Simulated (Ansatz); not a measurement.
# Ga2Te2S: from a guess to a relaxed structure

Where does this trial cell of Ga2Te2S go when cell and atoms are let free?

Method: DFT PBE, scalar-relativistic, plane waves, PAW, in Ansatz 0.2.0.

## 1. The starting structure

It takes space group I4/mmm (No. 139, tetragonal). The conventional cell has a = 4.624 Å, b = 4.624 Å, c = 11.614 Å, α = 90.00°, β = 90.00°, γ = 90.00°. Ga (site symmetry 4mm) is surrounded by 1 Ga at 2.53 Å and 4 Te at 2.83 Å and 4 S at 3.51 Å. Te (site symmetry -4m2) has 4 Ga at 2.83 Å in its first shell of neighbours. S (site symmetry 4/mmm) has 8 Ga at 3.51 Å in its first shell of neighbours.

As a file:

```
Ga Te S
1.0
    -2.31201    2.31201    5.80689
     2.31201   -2.31201    5.80689
     2.31201    2.31201   -5.80689
Ga Te S
2 2 1
Cartesian
  0.0000 0.0000 7.0709
  0.0000 0.0000 4.5428
  0.0000 2.3120 2.9034
  2.3120 0.0000 2.9034
  0.0000 0.0000 0.0000
```

Recipe of the guess: species swapped into a database cell of PrSi2Ag2 (I4/mmm, No. 139), with S on the Pr sites, Ga on the Si sites and Te on the Ag sites. Its size is a rough estimate.

## 2. Probe: one point on a coarse mesh

input.yaml

```yaml
crystal:
  lattice:
    - [-2.31201197, 2.31201197, 5.80689415]
    - [2.31201197, -2.31201197, 5.80689415]
    - [2.31201197, 2.31201197, -5.80689415]
  atoms:
    - { symbol: Ga, position: [0.60884058, 0.60884058, 0.0] }
    - { symbol: Ga, position: [0.39115942, 0.39115942, 0.0] }
    - { symbol: Te, position: [0.75, 0.25, 0.5] }
    - { symbol: Te, position: [0.25, 0.75, 0.5] }
    - { symbol: S, position: [0.0, 0.0, 0.0] }
basis:
  ecutwfc: 420
kpoints:
  mp_grid: { grid: [6, 6, 6] }
hamiltonian:
  xc: pbe
scf:
  occupations: { method: gaussian, width: 0.1 }
  lower_state_search: "off"
output:
  forces: true
  stress: true
  eigenvalues: true
```

Started as:

```
$ ansatz run input.yaml --threads 1 --pin off --max-ram 2560MiB --backend cpu --events-out ev --progress --plain --runs-dir out
```

Further runs follow: coarse relaxation; full relaxation.

Q: Predict the outcome of this session. Wanted: conventional cell; volume; energy over the elements; gap on the mesh.

The runs gave:

| quantity | value |
| --- | --- |
| symmetry at the end (tolerance 0.05 Å) | space group I4/mmm (No. 139) |
| conventional cell | a = 5.706 Å, b = 5.706 Å, c = 7.516 Å, α = 90.00°, β = 90.00°, γ = 90.00° |
| volume | 24.47 Å³/atom |
| energy over the elements | +0.07 eV/atom |
| gap on the mesh | none (metal) |

**Reading.** The space group I4/mmm (No. 139) is kept, and the volume per atom shrinks by 1.5 % from the first guess. The formation energy is positive, so the separate elements lie lower. No finished test with a distortion of lower symmetry is shown, so the end may be a saddle point. Spin-orbit coupling is left out for Te.
